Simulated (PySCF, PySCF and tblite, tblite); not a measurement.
# C5H12GeO3: telling isomers apart by computed NMR, part 2 of 2

PySCF and tblite. Atoms count from 0. Earlier steps stand in the parts before.

## 6. Shieldings, isomer B, conformer 1: PBE0/6-31G*

The job: settings as JSON, then the geometry in Å.

```
{"job": {"xc": "PBE0", "basis": "6-31G*", "kind": "nmr", "pop": false}, "charge": 0, "multiplicity": 1}
C      2.741258    -0.764749     0.234340
O      1.467579    -0.593196    -0.352165
C      0.516572    -0.079565     0.523078
O      0.776034     1.254246     0.883787
C      0.218185     2.003185    -0.159675
O     -0.993429     1.395378    -0.476516
C     -0.864570    -0.001847    -0.149272
C     -0.996435    -0.869797    -1.385238
Ge    -2.317311    -0.225753     1.190448
H      3.387484    -1.144518    -0.553567
H      3.129826     0.184591     0.613318
H      2.691449    -1.486318     1.057861
H      0.504874    -0.664104     1.458977
H      0.893915     2.002511    -1.035372
H      0.045693     3.024646     0.186306
H     -0.900048    -1.915578    -1.101184
H     -0.226121    -0.628728    -2.113368
H     -1.975877    -0.703057    -1.829048
H     -2.550763    -1.654973     1.595369
H     -1.984110     0.564554     2.412579
H     -3.573126     0.320016     0.600135
```

The program printed:

```text
coarse grid: 78520 points
cycle   1  E = -2499.2007453378  dE =  7.766e-01  |g| = 9.311e-01  |ddm| = 4.260e+00
cycle   2  E = -2499.0640634535  dE =  1.367e-01  |g| = 1.274e+00  |ddm| = 1.700e+00
cycle   3  E = -2499.3525388334  dE = -2.885e-01  |g| = 1.037e-01  |ddm| = 1.076e+00
cycle   4  E = -2499.3541756025  dE = -1.637e-03  |g| = 4.813e-02  |ddm| = 1.083e-01
cycle   5  E = -2499.3545751881  dE = -3.996e-04  |g| = 1.214e-02  |ddm| = 4.318e-02
cycle   6  E = -2499.3545999658  dE = -2.478e-05  |g| = 4.040e-03  |ddm| = 1.146e-02
cycle   7  E = -2499.3546028971  dE = -2.931e-06  |g| = 6.236e-04  |ddm| = 3.585e-03
final grid: 167168 points
cycle   8  E = -2499.3544840612  dE = -1.015e-07  |g| = 8.333e-04  |ddm| = 2.740e-03
cycle   9  E = -2499.3544838905  dE =  1.707e-07  |g| = 1.235e-03  |ddm| = 1.958e-03
cycle  10  E = -2499.3544842117  dE = -3.212e-07  |g| = 9.858e-05  |ddm| = 1.146e-03
cycle  11  E = -2499.3544842136  dE = -1.871e-09  |g| = 2.294e-05  |ddm| = 9.516e-05
cycle  12  E = -2499.3544842137  dE = -9.913e-11  |g| = 4.496e-06  |ddm| = 2.301e-05
converged SCF energy = -2499.3544842137

GIAO shielding tensors (ppm)
atom      isotropic    diamagn.    paramagn.     s11        s22        s33       span
  0 C      142.223     244.420    -102.197    111.706    123.133    191.828     80.122
  1 O      287.534     394.405    -106.871    241.991    304.930    315.680     73.689
  2 C       94.638     243.938    -149.300     69.692     99.271    114.952     45.259
  3 O      229.306     396.308    -167.003    164.522    228.923    294.472    129.950
  4 C      107.292     243.291    -135.998     73.059    111.436    137.382     64.322
  5 O      251.940     393.567    -141.627    158.738    272.629    324.452    165.714
  6 C      117.058     240.442    -123.384     93.512    103.001    154.662     61.151
  7 C      176.770     250.308     -73.539    166.260    173.981    190.068     23.808
  8 Ge    1686.375    2759.825   -1073.450   1595.696   1662.768   1800.662    204.966
  9 H       28.781      28.983      -0.202     24.456     26.554     35.333     10.877
 10 H       28.570      28.855      -0.285     23.698     26.974     35.037     11.339
 11 H       29.262      29.026       0.236     25.250     26.869     35.666     10.417
 12 H       27.277      32.027      -4.749     23.463     28.190     30.179      6.717
 13 H       27.136      29.885      -2.749     22.679     25.752     32.979     10.300
 14 H       27.308      29.087      -1.779     22.896     25.637     33.393     10.497
 15 H       31.464      31.099       0.365     28.288     28.527     37.577      9.289
 16 H       30.612      31.267      -0.655     25.154     30.403     36.279     11.125
 17 H       30.933      30.511       0.421     26.186     29.910     36.703     10.517
 18 H       28.467      29.783      -1.317     21.299     23.430     40.671     19.371
 19 H       28.746      30.366      -1.620     21.308     25.258     39.671     18.363
 20 H       28.637      29.864      -1.227     21.770     23.853     40.288     18.518
```

It took 31 s on 1 thread of Arm Neoverse V1, shared host.

This run: HOMO -6.88 eV, LUMO 1.10 eV; dipole 1.71 D.

## 7. Averages, isomer B: properties at PBE0/6-31G*

The job: settings as JSON, then the geometry in Å.

```
{"job": {"study": "conf", "smiles": "CO[C@H]1OCO[C@]1(C)[GeH3]", "search": {"seed": 491, "n_embed": 90, "ff_keep": 18, "window": 2.5, "nmax": 6, "temps": [250, 298.15, 350], "t_ref": 298.15, "order": 0.001}, "level": {"nmr": {"xc": "PBE0", "basis": "6-31G*"}}, "kind": "conf"}, "charge": 0, "multiplicity": 1}
C      2.741258    -0.764749     0.234340
O      1.467579    -0.593196    -0.352165
C      0.516572    -0.079565     0.523078
O      0.776034     1.254246     0.883787
C      0.218185     2.003185    -0.159675
O     -0.993429     1.395378    -0.476516
C     -0.864570    -0.001847    -0.149272
C     -0.996435    -0.869797    -1.385238
Ge    -2.317311    -0.225753     1.190448
H      3.387484    -1.144518    -0.553567
H      3.129826     0.184591     0.613318
H      2.691449    -1.486318     1.057861
H      0.504874    -0.664104     1.458977
H      0.893915     2.002511    -1.035372
H      0.045693     3.024646     0.186306
H     -0.900048    -1.915578    -1.101184
H     -0.226121    -0.628728    -2.113368
H     -1.975877    -0.703057    -1.829048
H     -2.550763    -1.654973     1.595369
H     -1.984110     0.564554     2.412579
H     -3.573126     0.320016     0.600135
```

The program printed:

```text
conformer  sym    E(xTB)   E(DFT)   G(298.15 K)  weight  dipole/D
    1     C1      0.000    0.000    0.000   1.0000    1.707

mean shielding (ppm) by class
class atoms           250 K   298.15 K      350 K
  0 C  0            142.223    142.223    142.223
  1 O  1            287.534    287.534    287.534
  2 C  2             94.638     94.638     94.638
  3 O  3            229.306    229.306    229.306
  4 C  4            107.292    107.292    107.292
  5 O  5             251.94     251.94     251.94
  6 C  6            117.058    117.058    117.058
  7 C  7             176.77     176.77     176.77
  8 Ge 8           1686.375   1686.375   1686.375
  9 H  9,10,11       28.871     28.871     28.871
 10 H  12            27.277     27.277     27.277
 11 H  13            27.137     27.137     27.137
 12 H  14            27.308     27.308     27.308
 13 H  15,16,17      31.003     31.003     31.003
 14 H  18,19,20      28.617     28.617     28.617
```

Wall time 38 s (1 thread of Arm Neoverse V1, shared host). This counts the runs that the step sums up.

The search (ETKDG and KDG, UFF, GFN2-xTB) embedded 90 structures, kept 4 distinct ones after the force field and 2 after xTB; 1 was carried on (window 2.5 kcal/mol at the search's own energies). Energies: PBE0/6-31G* with D3(BJ).

The conformers at 298 K:

| no. | group | mirror pair | ΔE xTB | ΔE DFT | ΔG | weight (%) | μ (D) | C0–O1–C2–O3 (°) | A, B, C (GHz) |
| --- | --- | --- | --- | --- | --- | --- | --- | --- | --- |
| 1 | C1 | no | 0.00 | 0.00 | 0.00 | 100.0 | 1.71 | 68 | 1.92, 0.74, 0.70 |

Energies in kcal/mol. ΔG holds xTB vibrations and rotation, symmetry numbers and mirror pairs.

Shifts against references run at the same level (¹⁷O H2O 326.0, ¹H TMS 32.41, ¹³C TMS 196.4 ppm of shielding), by class of atoms, at 298 K:

| atoms | environment | average |
| --- | --- | --- |
| C2 | sp3 carbon bearing two oxygens | 101.8 |
| C4 | sp3 carbon bearing two oxygens | 89.1 |
| C6 | fully substituted sp3 carbon bonded to Ge and O | 79.3 |
| C0 | methyl carbon bonded to O | 54.2 |
| C7 | methyl carbon | 19.6 |
| H13 | hydrogen on an sp3 carbon bearing two oxygens | 5.27 |
| H12 | hydrogen on an sp3 carbon bearing two oxygens | 5.13 |
| H14 | hydrogen on an sp3 carbon bearing two oxygens | 5.10 |
| H18, H19, H20 | hydrogen on a germanium bonded to C | 3.79 |
| H9, H10, H11 | hydrogen on a methyl carbon bonded to O | 3.54 |
| H15, H16, H17 | hydrogen on a methyl carbon | 1.41 |
| O3 | ether oxygen | 96.7 |
| O5 | ether oxygen | 74.0 |
| O1 | ether oxygen | 38.4 |
| Ge8 | germanium bonded to C, 3 H | 1686 (σ) |

Effective distances for nuclear Overhauser effects, ⟨r⁻⁶⟩^(−1/6) over all pairs of two classes (Å): H13···H14 1.80; H9···H12 2.69; H12···H18 3.23; H13···H15 3.50; H12···H15 3.51; H12···H13 3.67; H15···H18 3.70; H9···H13 3.74.

## 8. Shieldings, isomer A, conformer 1: HCTH407/6-31G*

The job: settings as JSON, then the geometry in Å.

```
{"job": {"xc": "HCTH407", "basis": "6-31G*", "grid": 3, "kind": "nmr", "pop": false}, "charge": 0, "multiplicity": 1}
C      2.611371     0.950371     0.239015
O      1.204713     0.948770     0.049722
C      0.558287    -0.226766     0.501127
O      1.067048    -1.382800    -0.098408
C      0.261442    -1.728223    -1.203626
O     -0.873933    -0.895720    -1.183698
C     -0.904165    -0.160270     0.034973
C     -1.833017    -0.838246     1.038426
Ge    -1.448026     1.683044    -0.491435
H      2.985629     1.901026    -0.141190
H      3.075812     0.126098    -0.313691
H      2.859907     0.858443     1.304556
H      0.683512    -0.322866     1.593589
H     -0.027926    -2.790691    -1.111601
H      0.807446    -1.571859    -2.148533
H     -2.838069    -0.905108     0.616850
H     -1.879819    -0.251062     1.958914
H     -1.485218    -1.844095     1.275279
H     -1.212954     2.678653     0.596261
H     -2.911426     1.705476    -0.799141
H     -0.709532     2.082768    -1.717861
```

The program printed:

```text
coarse grid: 78520 points
cycle   1  E = -2500.9271648835  dE =  5.009e-01  |g| = 1.044e+00  |ddm| = 4.310e+00
cycle   2  E = -2500.4349921866  dE =  4.922e-01  |g| = 1.883e+00  |ddm| = 3.041e+00
cycle   3  E = -2501.1355650844  dE = -7.006e-01  |g| = 1.930e-01  |ddm| = 2.223e+00
cycle   4  E = -2501.1416231871  dE = -6.058e-03  |g| = 1.005e-01  |ddm| = 2.469e-01
cycle   5  E = -2501.1435205888  dE = -1.897e-03  |g| = 2.980e-02  |ddm| = 1.027e-01
cycle   6  E = -2501.1436749729  dE = -1.544e-04  |g| = 1.033e-02  |ddm| = 3.318e-02
cycle   7  E = -2501.1436992666  dE = -2.429e-05  |g| = 1.639e-03  |ddm| = 1.047e-02
cycle   8  E = -2501.1436998053  dE = -5.387e-07  |g| = 6.255e-04  |ddm| = 1.950e-03
final grid: 251176 points
cycle   9  E = -2501.1437637242  dE = -5.081e-08  |g| = 1.263e-03  |ddm| = 3.645e-03
cycle  10  E = -2501.1437629682  dE =  7.559e-07  |g| = 2.289e-03  |ddm| = 2.967e-03
cycle  11  E = -2501.1437640640  dE = -1.096e-06  |g| = 2.470e-04  |ddm| = 2.002e-03
cycle  12  E = -2501.1437640767  dE = -1.271e-08  |g| = 3.798e-05  |ddm| = 2.593e-04
cycle  13  E = -2501.1437640770  dE = -2.619e-10  |g| = 1.467e-05  |ddm| = 4.355e-05
converged SCF energy = -2501.1437640770

GIAO shielding tensors (ppm)
atom      isotropic    diamagn.    paramagn.     s11        s22        s33       span
  0 C      138.176     244.403    -106.227    109.212    118.782    186.533     77.322
  1 O      251.268     394.427    -143.159    200.715    241.589    311.499    110.784
  2 C       84.355     245.514    -161.159     60.911     90.898    101.257     40.346
  3 O      234.909     396.197    -161.288    162.897    240.804    301.027    138.130
  4 C       92.601     241.912    -149.312     52.945     94.610    130.247     77.301
  5 O      245.590     394.005    -148.415    150.423    265.943    320.403    169.980
  6 C      105.933     240.929    -134.997     86.522     93.414    137.862     51.339
  7 C      167.396     250.865     -83.469    151.347    161.891    188.951     37.604
  8 Ge    1664.612    2762.107   -1097.495   1579.175   1642.057   1772.604    193.428
  9 H       28.898      29.352      -0.454     24.774     26.860     35.059     10.285
 10 H       28.544      29.441      -0.897     23.707     27.048     34.876     11.169
 11 H       29.261      29.150       0.111     25.522     26.573     35.688     10.166
 12 H       27.164      31.798      -4.634     24.988     26.793     29.709      4.721
 13 H       26.500      28.681      -2.181     22.159     25.082     32.259     10.100
 14 H       26.571      29.236      -2.665     22.524     25.253     31.936      9.412
 15 H       30.937      30.264       0.673     26.755     29.605     36.452      9.697
 16 H       31.238      30.748       0.490     27.504     28.910     37.301      9.797
 17 H       31.084      31.065       0.019     26.352     30.077     36.824     10.473
 18 H       28.564      30.749      -2.184     21.799     23.840     40.053     18.253
 19 H       28.724      30.081      -1.358     21.952     23.897     40.321     18.369
 20 H       28.638      31.249      -2.611     21.363     24.885     39.666     18.303
```

Run time: 55 s. Hardware: 1 thread of Arm Neoverse V1, shared host.

Key values: HOMO -5.60 eV, LUMO 0.48 eV; dipole 1.63 D.

## 9. Single-point energy, isomer A, conformer 1: OLYP/pcseg-1

The job, as its differences from that of step 8:

```diff
@@ -1,2 +1,2 @@
-{"job": {"xc": "HCTH407", "basis": "6-31G*", "grid": 3, "kind": "nmr", "pop": false}, "charge": 0, "multiplicity": 1}
+{"job": {"xc": "OLYP", "basis": "pcseg-1", "kind": "sp"}, "charge": 0, "multiplicity": 1}
 C      2.611371     0.950371     0.239015
```

The program printed:

```text
coarse grid: 78520 points
cycle   1  E = -2500.3183504899  dE =  4.394e-01  |g| = 9.254e-01  |ddm| = 4.605e+00
cycle   2  E = -2499.9312162682  dE =  3.871e-01  |g| = 1.680e+00  |ddm| = 2.781e+00
cycle   3  E = -2500.4829470886  dE = -5.517e-01  |g| = 1.745e-01  |ddm| = 1.990e+00
cycle   4  E = -2500.4877837951  dE = -4.837e-03  |g| = 9.168e-02  |ddm| = 2.322e-01
cycle   5  E = -2500.4894086559  dE = -1.625e-03  |g| = 2.491e-02  |ddm| = 9.467e-02
cycle   6  E = -2500.4895050521  dE = -9.640e-05  |g| = 1.043e-02  |ddm| = 2.966e-02
cycle   7  E = -2500.4895295388  dE = -2.449e-05  |g| = 1.328e-03  |ddm| = 1.050e-02
cycle   8  E = -2500.4895298854  dE = -3.465e-07  |g| = 6.041e-04  |ddm| = 1.967e-03
final grid: 167168 points
cycle   9  E = -2500.4896780545  dE =  9.751e-09  |g| = 1.204e-03  |ddm| = 4.493e-03
cycle  10  E = -2500.4896771923  dE =  8.621e-07  |g| = 2.332e-03  |ddm| = 3.330e-03
cycle  11  E = -2500.4896783739  dE = -1.182e-06  |g| = 1.787e-04  |ddm| = 2.232e-03
cycle  12  E = -2500.4896783804  dE = -6.526e-09  |g| = 2.927e-05  |ddm| = 1.804e-04
cycle  13  E = -2500.4896783806  dE = -1.701e-10  |g| = 1.081e-05  |ddm| = 4.023e-05
converged SCF energy = -2500.4896783806
```

Wall time 40 s (1 thread of Arm Neoverse V1, shared host).

This run: HOMO -5.54 eV, LUMO 0.47 eV; dipole 1.61 D.

## 10. The ensemble, isomer A: properties at HCTH407/6-31G*

The job: settings as JSON, then the geometry in Å.

```
{"job": {"study": "conf", "smiles": "CO[C@@H]1OCO[C@]1(C)[GeH3]", "search": {"seed": 491, "n_embed": 90, "ff_keep": 18, "window": 2.5, "nmax": 6, "temps": [250, 298.15, 350], "t_ref": 298.15, "order": 0.001}, "level": {"nmr": {"xc": "HCTH407", "basis": "6-31G*", "grid": 3}, "sp": {"xc": "OLYP", "basis": "pcseg-1"}, "alter": {"geometry": "GFN1-xTB"}, "change": "HCTH407/6-31G*; energies OLYP/pcseg-1; grid level 3; GFN1-xTB geometries"}, "kind": "conf"}, "charge": 0, "multiplicity": 1}
C      2.611371     0.950371     0.239015
O      1.204713     0.948770     0.049722
C      0.558287    -0.226766     0.501127
O      1.067048    -1.382800    -0.098408
C      0.261442    -1.728223    -1.203626
O     -0.873933    -0.895720    -1.183698
C     -0.904165    -0.160270     0.034973
C     -1.833017    -0.838246     1.038426
Ge    -1.448026     1.683044    -0.491435
H      2.985629     1.901026    -0.141190
H      3.075812     0.126098    -0.313691
H      2.859907     0.858443     1.304556
H      0.683512    -0.322866     1.593589
H     -0.027926    -2.790691    -1.111601
H      0.807446    -1.571859    -2.148533
H     -2.838069    -0.905108     0.616850
H     -1.879819    -0.251062     1.958914
H     -1.485218    -1.844095     1.275279
H     -1.212954     2.678653     0.596261
H     -2.911426     1.705476    -0.799141
H     -0.709532     2.082768    -1.717861
```

The program printed:

```text
conformer  sym    E(xTB)   E(DFT)   G(298.15 K)  weight  dipole/D
    1     C1      0.000    0.000    0.000   1.0000    1.615

mean shielding (ppm) by class
class atoms           250 K   298.15 K      350 K
  0 C  0            138.175    138.175    138.175
  1 O  1            251.268    251.268    251.268
  2 C  2             84.355     84.355     84.355
  3 O  3            234.909    234.909    234.909
  4 C  4             92.601     92.601     92.601
  5 O  5             245.59     245.59     245.59
  6 C  6            105.933    105.933    105.933
  7 C  7            167.396    167.396    167.396
  8 Ge 8           1664.612   1664.612   1664.612
  9 H  9,10,11       28.901     28.901     28.901
 10 H  12            27.163     27.163     27.163
 11 H  13              26.5       26.5       26.5
 12 H  14            26.571     26.571     26.571
 13 H  15,16,17      31.087     31.087     31.087
 14 H  18,19,20      28.642     28.642     28.642
```

Run time: 96 s. Hardware: 1 thread of Arm Neoverse V1, shared host. This counts the runs that the step sums up.

Against the first level, at 298 K (shieldings, ppm; largest changes first):

| atoms | PBE0/6-31G* | HCTH407/6-31G* | change |
| --- | --- | --- | --- |
| Ge8 | 1697 | 1665 | -33 |
| O5 | 260.5 | 245.6 | -14.9 |
| O1 | 264.5 | 251.3 | -13.3 |
| O3 | 247.3 | 234.9 | -12.4 |
| C4 | 101.4 | 92.6 | -8.8 |
| C7 | 175.6 | 167.4 | -8.2 |
| C2 | 92.5 | 84.4 | -8.1 |
| C6 | 111.9 | 105.9 | -6.0 |
| C0 | 143.3 | 138.2 | -5.1 |
| H12 | 27.56 | 27.16 | -0.40 |

Weights: from PBE0/6-31G* energies 1: 100 %; from OLYP/pcseg-1 energies 1: 100 % (with a dispersion term where the level has one and the same thermal terms, so they don't follow from the SCF energies alone). Times: 42 s and 96 s.

## 11. The test of assignment

The job: settings as JSON, then the geometry in Å.

```
{"job": {"study": "set", "relation": "diastereomers", "members": [{"smiles": "[CH3:1][O:2][C@@H:3]1[O:4][CH2:5][O:6][C@:7]1([CH3:8])[GeH3:9]"}, {"smiles": "[CH3:1][O:2][C@H:3]1[O:4][CH2:5][O:6][C@:7]1([CH3:8])[GeH3:9]"}], "charge": 0, "search": {"seed": 491, "n_embed": 90, "ff_keep": 18, "window": 2.5, "nmax": 6, "temps": [250, 298.15, 350], "t_ref": 298.15, "order": 0.001}, "level": {"nmr": {"xc": "PBE0", "basis": "6-31G*"}}, "dp4": {"C": [1.5, 10], "H": [0.2, 10]}, "second_levels": [{"nmr": {"xc": "HCTH407", "basis": "6-31G*", "grid": 3}, "wide": true, "sp": {"xc": "OLYP", "basis": "pcseg-1"}, "alter": {"geometry": "GFN1-xTB"}, "change": "HCTH407/6-31G*; energies OLYP/pcseg-1; grid level 3; GFN1-xTB geometries"}], "kind": "set"}, "charge": 0, "multiplicity": 1}
C      2.553196     1.036343     0.270500
O      1.171707     0.929872    -0.001451
C      0.575255    -0.252814     0.444379
O      1.088358    -1.393162    -0.188867
C      0.187713    -1.775640    -1.205273
O     -0.859149    -0.862774    -1.234487
C     -0.885154    -0.182538     0.022041
C     -1.815476    -0.861846     1.012637
Ge    -1.335063     1.688851    -0.468700
H      2.873572     1.987444    -0.147428
H      3.100907     0.214334    -0.197330
H      2.732067     1.022247     1.351286
H      0.733999    -0.371090     1.527563
H     -0.166531    -2.798150    -0.980695
H      0.687971    -1.772959    -2.183040
H     -2.812718    -0.916888     0.581147
H     -1.857328    -0.275800     1.928958
H     -1.474783    -1.869927     1.247978
H     -1.069565     2.633032     0.659617
H     -2.812559     1.729865    -0.738021
H     -0.625339     2.108544    -1.701286
```

The program printed:

```text
isomer  G rel   conformers  SMILES
A     0.100      1   CO[C@@H]1OCO[C@]1(C)[GeH3]
B     0.000      1   CO[C@H]1OCO[C@]1(C)[GeH3]

signals of isomer A at the second level: probabilities [0.99999, 1e-05]
```

Run time: 3 min. Hardware: 1 thread of Arm Neoverse V1, shared host. This counts the whole study up to here.

The 2 candidates (diastereomers), with energies and dipoles from their ensembles above, at 298 K; shieldings at PBE0/6-31G*:

| isomer | SMILES | conformers | ΔE | ΔG | μ rms (D) |
| --- | --- | --- | --- | --- | --- |
| A | CO[C@@H]1OCO[C@]1(C)[GeH3] | 1 | 0.00 | 0.10 | 1.80 |
| B | CO[C@H]1OCO[C@]1(C)[GeH3] | 1 | 0.17 | 0.00 | 1.71 |

Energies in kcal/mol.

The signals of isomer A, computed at a second level (HCTH407/6-31G* on GFN1-xTB geometries), stand in for a spectrum. The test takes 5 C values, 5 H values (hydrogens on carbon alone). Each candidate's shieldings are matched to them by assigned atoms (like hydrogens of one group may swap) by a straight-line fit, or by a shift alone where signals are few or close (slope 1; a small slope inflates the errors), and the errors are weighed by Student-t tails (C: width 1.5 ppm, H: width 0.2 ppm).

| candidate | C slope | C mean error | C largest | H slope | H mean error | H largest | P(C) | P(H) | P(all) |
| --- | --- | --- | --- | --- | --- | --- | --- | --- | --- |
| A | 0.99 | 1.3 | 1.9 | 0.93 | 0.07 | 0.14 | 99.9 | 99.0 | 100.0 |
| B | 0.94 | 2.7 | 4.9 | 0.84 | 0.22 | 0.36 | 0.1 | 1.0 | 0.0 |

Errors in ppm, probabilities in per cent.

## 12. Outcome

The summary covers parts 1 to 2.

| quantity | value |
| --- | --- |
| conformers, isomer A | 1; the first in weight is no. 1 (C1), 100 % at 298 K |
| root-mean-square dipole, isomer A | 1.80 D |
| averaged ¹³C shifts, isomer A (PBE0/6-31G*) | 103.9, 94.9, 84.5, 53.1, 20.8 ppm |
| averaged ¹H shifts, isomer A (PBE0/6-31G*) | 5.61, 5.58, 4.85, 3.81, 3.48, 1.28 ppm |
| conformers, isomer B | 1; the first in weight is no. 1 (C1), 100 % at 298 K |
| root-mean-square dipole, isomer B | 1.71 D |
| averaged ¹³C shifts, isomer B (PBE0/6-31G*) | 101.8, 89.1, 79.3, 54.2, 19.6 ppm |
| averaged ¹H shifts, isomer B (PBE0/6-31G*) | 5.27, 5.13, 5.10, 3.79, 3.54, 1.41 ppm |
| lowest in free energy | A, B, within 0.5 kcal/mol of one another |
| signals of A (HCTH407/6-31G* on GFN1-xTB geometries) | best fit A, 100 % |

What this shows: The search found one conformer for isomer A in the window, so the averages are its own values. Spin-orbit coupling is left out, which matters at and beside the heavy atoms. The search found one conformer for isomer B in the window, so the averages are its own values. Between PBE0/6-31G* and HCTH407/6-31G*, Ge8 of isomer A changes most, by 33 ppm of raw shielding (the geometries differ too). The test names the right isomer, A, with 100 %. The stand-in spectrum is computed, so it shares conformers and some errors with the candidates; a measured one would test harder.
